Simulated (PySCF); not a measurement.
**RuNOH: relaxation and vibrations of the singlet**

Where does singlet RuNOH go from a bent start, is the end point a minimum, and what are its modes, charges and moments?

The runs use PySCF 2.14.0; PBE0, basis Ru def2-TZVP with ECP28, N def2-TZVP, O def2-TZVP, H def2-TZVP, scalar-relativistic core potentials, no spin–orbit coupling, density fitting.

### Step 1. The starting structure

4 atoms, charge 0, spin multiplicity 1.

Bond lengths: Ru1–N2 1.740 Å, Ru1–O3 1.880 Å, O3–H4 0.960 Å. Angles: N2–Ru1–O3 110.0°, Ru1–O3–H4 130.0°.

Coordinates in bohr (charge 0 multiplicity 1):
```
Ru    0.0000    0.0000    0.0000
N     2.6934    0.0000    1.8859
O    -2.9102    0.0000    2.0377
H    -3.8654    1.3897    2.7067
```

### Step 2. Finding the electronic state

The steps below are one call of a driver around PySCF. For each, scf.py gives the equivalent set-up of the SCF; relaxations use the driver's own optimiser. After this first run the driver tries any further starts and a stability analysis.

scf.py reads:

```python
from pyscf import gto, scf, dft
mol = gto.M(atom='''
Ru     0.000000     0.000000     0.000000
N      1.425300     0.000000     0.998000
O     -1.540000     0.000000     1.078300
H     -2.045500     0.735400     1.432300''',
    basis={'Ru': 'def2-TZVP', 'N': 'def2-TZVP', 'O': 'def2-TZVP', 'H': 'def2-TZVP'},
    ecp={'Ru': 'def2-TZVP'},
    charge=0, spin=0)
mf = dft.RKS(mol, xc='PBE0')
mf.grids.atom_grid = (50, 194)
aux = {'Ru': 'def2-universal-JKFIT', 'N': 'def2-universal-JKFIT', 'O': 'def2-universal-JKFIT', 'H': 'def2-universal-JKFIT'}
mf = mf.density_fit(auxbasis=aux)
mf.conv_tol = 1e-08
mf.diis_space = 10
mf.max_cycle = 60
mf.init_guess = 'minao'
mf.verbose = 4
mf.kernel()
```

The run is started by

```console
> OMP_NUM_THREADS=4 python axn.py task.json out
```

What it wrote, cut to the lines that bear on the results:

```text
[... the frontier levels of the middle cycles are left out ...]
init E= -217.368315576781
  HOMO = -0.594603389874784  LUMO = -0.472730372432604  gap/eV = 3.31633
cycle= 1 E= -223.863404080828  delta_E= -6.5  |g|= 2.72  |ddm|= 4.27
  HOMO = 0.0868784687654126  LUMO = 0.100066396732001  gap/eV = 0.35886
cycle= 2 E= -207.840014676419  delta_E=   16  |g|= 7.04  |ddm|= 12.9
  HOMO = -0.257866705783189  LUMO = -0.186063939418163  gap/eV = 1.95385
cycle= 3 E= -225.138663006421  delta_E= -17.3  |g|= 0.887  |ddm|= 12.7
cycle= 4 E= -224.757748773892  delta_E= 0.381  |g|= 1.61  |ddm|=  1.2
cycle= 5 E= -225.25136464405  delta_E= -0.494  |g|= 0.367  |ddm|= 0.889
cycle= 6 E= -225.267668247332  delta_E= -0.0163  |g|= 0.221  |ddm|= 0.219
cycle= 7 E= -225.277071967463  delta_E= -0.0094  |g|= 0.0301  |ddm|= 0.0963
cycle= 8 E= -225.277139262435  delta_E= -6.73e-05  |g|= 0.0224  |ddm|= 0.0268
cycle= 9 E= -225.277233555792  delta_E= -9.43e-05  |g|= 0.00389  |ddm|= 0.0128
cycle= 10 E= -225.277238616319  delta_E= -5.06e-06  |g|= 0.000884  |ddm|= 0.0046
cycle= 11 E= -225.277240386016  delta_E= -1.77e-06  |g|= 0.000536  |ddm|= 0.0041
cycle= 12 E= -225.277241145903  delta_E= -7.6e-07  |g|= 0.000412  |ddm|= 0.00308
cycle= 13 E= -225.277241460851  delta_E= -3.15e-07  |g|= 0.000128  |ddm|= 0.00239
cycle= 14 E= -225.277241518289  delta_E= -5.74e-08  |g|= 4.11e-05  |ddm|= 0.00121
cycle= 15 E= -225.277241524442  delta_E= -6.15e-09  |g|= 1.78e-05  |ddm|= 0.000413
  HOMO = -0.22419810532036  LUMO = -0.128659597757924  gap/eV = 2.59974
Extra cycle  E= -225.277241523711  delta_E= 7.32e-10  |g|= 7.31e-05  |ddm|= 5.84e-05
converged SCF energy = -225.277241523711
```

This step, with its further starts and checks, ran for 4.9 s (4 threads of Arm Neoverse V2, shared host).

Energies from each starting density:

| start | energy (Eh) |
| --- | --- |
| the minimal-basis guess | -225.277242 |
| a thermally smeared density | -225.277242 |
| a smeared PBE density | -225.277242 |

No lower closed-shell solution turned up from the other starts or in the test of internal stability.

### Step 3. Relaxation: bent start, singlet

The program finds C1 symmetry in the start. Threshold on the gradient: 0.0003 Eh/bohr, with a further test on the energy change.

Changes to scf.py since step 2:

```diff
@@ -3,4 +3,4 @@
-Ru     0.000000     0.000000     0.000000
-N      1.425300     0.000000     0.998000
-O     -1.540000     0.000000     1.078300
-H     -2.045500     0.735400     1.432300''',
+Ru     0.050674    -0.005576    -0.245774
+N      1.475974    -0.005576     0.752226
+O     -1.489326    -0.005576     0.832526
+H     -1.994826     0.729824     1.186526''',
@@ -17 +16,0 @@
-mf.init_guess = 'minao'
```

Energy and gradient, step by step:

| step | energy (Eh) | change (kJ/mol) | largest gradient (Eh/bohr) |
| --- | --- | --- | --- |
| 0 | -225.277242 | 0.00 | 0.12012 |
| 1 | -225.314123 | -96.83 | 0.03630 |
| 2 | -225.319386 | -110.65 | 0.02227 |
| 3 | -225.322726 | -119.42 | 0.03349 |
| 4 | -225.322748 | -119.48 | 0.03666 |
| 5 | -225.325022 | -125.45 | 0.04651 |
| 6 | -225.327617 | -132.26 | 0.01156 |
| 7 | -225.328947 | -135.75 | 0.01900 |
| 8 | -225.329804 | -138.00 | 0.01285 |
| 9 | -225.330504 | -139.84 | 0.00172 |
| 10 | -225.330713 | -140.39 | 0.00216 |
| 11 | -225.330936 | -140.98 | 0.00315 |
| 12 | -225.331005 | -141.16 | 0.00212 |
| 13 | -225.331011 | -141.17 | 0.00107 |
| 14 | -225.331015 | -141.18 | 0.00039 |
| 15 | -225.331015 | -141.18 | 0.00012 |

The walk took 16 s.

After 15 steps and 141.2 kJ/mol it ends at Cs: O–H 0.956 Å, Ru–N 1.553 Å, Ru–O 1.914 Å; H–O–Ru 138.3°, N–Ru–O 154.9°.

### Step 4. Hessian and properties

The point is checked on the finer grid, and tightened if its gradient asks for it. The Hessian and the dipole derivatives come from central differences of analytic gradients, with steps of 0.02 bohr.

Changes to scf.py since step 3:

```diff
@@ -3,4 +3,4 @@
-Ru     0.050674    -0.005576    -0.245774
-N      1.475974    -0.005576     0.752226
-O     -1.489326    -0.005576     0.832526
-H     -1.994826     0.729824     1.186526''',
+Ru     0.078761    -0.059955    -0.078341
+N      1.609133     0.106932     0.124376
+O     -1.766318     0.242357     0.329382
+H     -2.286237     0.730044     0.965566''',
@@ -11 +11 @@
-mf.grids.atom_grid = (50, 194)
+mf.grids.atom_grid = (75, 302)
@@ -14 +14 @@
-mf.conv_tol = 1e-08
+mf.conv_tol = 1e-10
```

The driver hands on the density of the step before, so the log starts near convergence.

Log of the central SCF (cycles and frontier levels):

```text
init E= -225.330992972338
  HOMO = -0.241262618286617  LUMO = -0.113622618926033  gap/eV = 3.47326
cycle= 1 E= -225.330992971993  delta_E= 3.45e-10  |g|= 4.45e-05  |ddm|= 2.56e-05
  HOMO = -0.241268635605838  LUMO = -0.113622518980147  gap/eV = 3.47343
cycle= 2 E= -225.330992965925  delta_E= 6.07e-09  |g|= 0.000187  |ddm|= 9.83e-05
  HOMO = -0.241262343934087  LUMO = -0.113621739919722  gap/eV = 3.47328
cycle= 3 E= -225.330992972344  delta_E= -6.42e-09  |g|= 1.1e-05  |ddm|= 7.82e-05
  HOMO = -0.241263101663231  LUMO = -0.113622182046772  gap/eV = 3.47329
cycle= 4 E= -225.330992972366  delta_E= -2.21e-11  |g|= 1.09e-06  |ddm|= 5.84e-06
  HOMO = -0.241263269054603  LUMO = -0.113622307700826  gap/eV = 3.47329
Extra cycle  E= -225.330992972366  delta_E= 1.14e-13  |g|= 1.85e-06  |ddm|= 1.43e-06
converged SCF energy = -225.330992972366
```

The whole step took 28 s.

Geometry: Cs; O–H 0.955 Å, Ru–N 1.553 Å, Ru–O 1.914 Å; H–O–Ru 138.3°, N–Ru–O 154.9°.

Modes, for the most abundant isotopes:

```json
{"symmetry": "a'", "ω (cm⁻¹)": "145", "IR (km/mol)": "16.5"}
{"symmetry": "a''", "ω (cm⁻¹)": "413", "IR (km/mol)": "132"}
{"symmetry": "a'", "ω (cm⁻¹)": "545", "IR (km/mol)": "204"}
{"symmetry": "a'", "ω (cm⁻¹)": "665", "IR (km/mol)": "77.7"}
{"symmetry": "a'", "ω (cm⁻¹)": "1261", "IR (km/mol)": "138"}
{"symmetry": "a'", "ω (cm⁻¹)": "3954", "IR (km/mol)": "137"}
```

Every mode is real; the point is a minimum.

Properties at this point:

```yaml
Dipole_moment: 0.64 D
Highest_occupied_level: -6.57 eV
Lowest_empty_level: -3.09 eV
Rotational_constants: 4.182, 0.1802, 0.1728 cm⁻¹
Zero-point_energy: 41.8 kJ/mol
Principal_polarisabilities: 27.3, 28.6, 56.8 bohr³
Atomisation_energy_without_zero-point_energy: 1242 kJ/mol
Principal_traceless_quadrupole_moments_about_the_centre_of_mass: -7.11, 0.40, 6.71 D Å
Entropy_at_298.15_K_and_1_bar: 281.3 J/(mol K)
Heat_capacity_Cp_at_298.15_K: 56.5 J/(mol K)
Enthalpy_at_298.15_K_above_0_K: 13.28 kJ/mol
Rotational_symmetry_number: 1
```

Populations by atom (charges in e):

| atom | Mulliken | Löwdin | polar tensor | Mayer order to Ru1 |
| --- | --- | --- | --- | --- |
| Ru1 | 0.95 | 0.43 | 1.36 | – |
| N2 | -0.46 | -0.16 | -0.66 | 2.76 |
| O3 | -0.81 | -0.42 | -1.00 | 0.72 |
| H4 | 0.32 | 0.15 | 0.30 | 0.02 |

Mulliken populations on Ru1 (outside its core potential): s 2.15, p 6.09, d 6.79, f 0.03.

### Step 5. Stability of the closed shell

At the lowest minimum the closed shell is tested against spin polarisation, on the (50, 194) grid. It is stable.

### Step 6. Results

| quantity | value |
| --- | --- |
| minimum | singlet, Cs |
| geometry | O–H 0.955 Å, Ru–N 1.553 Å, Ru–O 1.914 Å; H–O–Ru 138.3°, N–Ru–O 154.9° |
| wavenumbers (cm⁻¹) | 145 (a'), 413 (a''), 545 (a'), 665 (a'), 1261 (a'), 3954 (a') |
| dipole moment | 0.64 D |
| highest occupied, lowest empty level | -6.57, -3.09 eV |
| polar-tensor charge of Ru1 | +1.36 e |
| zero-point energy | 41.8 kJ/mol |
| entropy at 298.15 K | 281.3 J/(mol K) |
| atomisation energy (no zero-point energy) | 1242 kJ/mol |

What this shows: The bent start (C1) ends in a minimum of Cs symmetry. In the infrared the band at 545 cm⁻¹ (a') leads. Only this shape and spin were tried, so other structures or states may lie lower.

The search up to here ran for 51 s (4 threads of Arm Neoverse V2, shared host).
